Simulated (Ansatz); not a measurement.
**C₇H₉N: ionisation energy by level of theory**

One table from this session's results is given with a row withheld; the runs are named, their logs left out.

Method: unrestricted cation, the program's frozen cores in correlated methods; program: Ansatz 0.2.0, Gaussian basis.

Plan: UKS PBE-D4/def2-TZVPP; UKS r2SCAN-D4/def2-TZVPP; UKS PBE0-D4/def2-TZVPP; UKS B3LYP-D4/def2-TZVPP; UKS wB97X-V/def2-TZVPP; UKS wB97M-V/def2-TZVPP; UKS B2PLYP/def2-TZVPP; UHF-CCSD(T)/def2-TZVPP; UHF-MP2/def2-QZVPP; extrapolation to the limit; then −ε(HOMO) from the neutral's earlier runs with LDA (SPW92), PBE-D4, revPBE-D4, BLYP-D4, r2SCAN-D4, B97M-V, PBE0-D4, B3LYP-D4, r2SCANh-D4, r2SCAN0-D4, HSE06-D4, BHLYP-D4, CAM-B3LYP-D4, LC-ωPBE, ωB97X-V, ωB97M-V.

### The relaxed structure

An earlier PBE0-D4 in a triple-zeta def2 set relaxation fixed the geometry.

SMILES `Cc1ccncc1C`, 17 atoms, charge 0, spin multiplicity 1.

Atoms are counted from 1 here; the program's logs count them from 0.

Bond lengths: C1–C2 1.494 Å, C1–H9 1.094 Å, C1–H10 1.090 Å, C1–H11 1.094 Å, C2–C3 1.388 Å, C2–C7 1.399 Å, C3–C4 1.386 Å, C3–H12 1.085 Å, C4–N5 1.326 Å, C4–H13 1.087 Å, N5–C6 1.327 Å, C6–C7 1.390 Å, C6–H14 1.088 Å, C7–C8 1.495 Å, C8–H15 1.091 Å, C8–H16 1.094 Å, C8–H17 1.094 Å. Angles: C2–C1–H9 111.2°, C2–C1–H10 111.3°, C2–C1–H11 111.2°, H9–C1–H10 108.2°, H9–C1–H11 106.7°, H10–C1–H11 108.2°, C1–C2–C3 121.3°, C1–C2–C7 121.2°, C3–C2–C7 117.6°, C2–C3–C4 119.8°, C2–C3–H12 120.2°, C4–C3–H12 120.0°, C3–C4–N5 123.2°, C3–C4–H13 120.3°, N5–C4–H13 116.5°, C4–N5–C6 116.8°, N5–C6–C7 125.0°, N5–C6–H14 116.0° and more.

The first run:

File in.yaml:

```yaml
crystal:
  periodic: [false, false, false]
  atoms:
    - {symbol: C, position_ang: [0.800157, -1.772860, 0.132784]}
    - {symbol: C, position_ang: [0.550264, -0.323298, -0.130247]}
    - {symbol: C, position_ang: [1.524331, 0.483786, -0.700953]}
    - {symbol: C, position_ang: [1.259430, 1.824230, -0.930575]}
    - {symbol: N, position_ang: [0.102030, 2.398391, -0.630922]}
    - {symbol: C, position_ang: [-0.827127, 1.623470, -0.085184]}
    - {symbol: C, position_ang: [-0.675182, 0.269648, 0.190888]}
    - {symbol: C, position_ang: [-1.790053, -0.510947, 0.808381]}
    - {symbol: H, position_ang: [0.698722, -2.004290, 1.197228]}
    - {symbol: H, position_ang: [1.801127, -2.065400, -0.184928]}
    - {symbol: H, position_ang: [0.076983, -2.401161, -0.395383]}
    - {symbol: H, position_ang: [2.490563, 0.068860, -0.967219]}
    - {symbol: H, position_ang: [2.016087, 2.463963, -1.376937]}
    - {symbol: H, position_ang: [-1.771442, 2.108481, 0.155359]}
    - {symbol: H, position_ang: [-2.657621, 0.125326, 0.988028]}
    - {symbol: H, position_ang: [-2.106670, -1.337419, 0.164925]}
    - {symbol: H, position_ang: [-1.491598, -0.950790, 1.764752]}
basis:
  gaussian: {orbitals: def2-TZVPP}
total_charge: 1
magnetization: {spin_polarized: true, initial_magnetization: 1}
hamiltonian: {xc: pbe, dispersion: d4}
```

On the command line:

```console
$ ansatz run in.yaml --threads 2 --pin off --events-out ev --progress --plain --max-ram 32768MiB --backend cuda --devices 0, --max-vram 18GiB
```

Steps of the session up to this table: Cation, UKS PBE-D4/def2-TZVPP; Cation, UKS r2SCAN-D4/def2-TZVPP; Cation, UKS PBE0-D4/def2-TZVPP; Cation, UKS B3LYP-D4/def2-TZVPP; Cation, UKS wB97X-V/def2-TZVPP; Cation, UKS wB97M-V/def2-TZVPP; Cation, UKS B2PLYP (frozen core)/def2-TZVPP; Cation, UHF-CCSD(T)/def2-TZVPP; Cation, UHF-MP2/def2-QZVPP.

One table of the session follows, with a row left open; its other results are not shown here.

It belongs to the step «Ionisation energies side by side». For comparison, −ε(HOMO) of the neutral from earlier runs:

```
  functional  −ε(HOMO) (eV)
 LDA (SPW92)           5.74
      PBE-D4           5.64
   revPBE-D4           5.60
     BLYP-D4           5.54
   r2SCAN-D4           5.96
      B97M-V           6.17
     PBE0-D4           7.21
    B3LYP-D4           6.96
  r2SCANh-D4           6.55
  r2SCAN0-D4              ?
    HSE06-D4           6.80
    BHLYP-D4           8.01
CAM-B3LYP-D4           8.44
     LC-ωPBE           9.72
     ωB97X-V           9.38
     ωB97M-V           9.30
```

Q: Estimate the row for r2SCAN0-D4 from the others.

Worked estimate for «−ε(HOMO) (eV)». Against the share of exact exchange, r2SCAN-D4 (0, 5.96), r2SCANh-D4 (0.1, 6.55) give a slope of 5.90 per unit share; at 0.25 the line stands at 7.43.

The run gave: −ε(HOMO) (eV): 7.33. In «−ε(HOMO) (eV)» the line misses by +0.10.
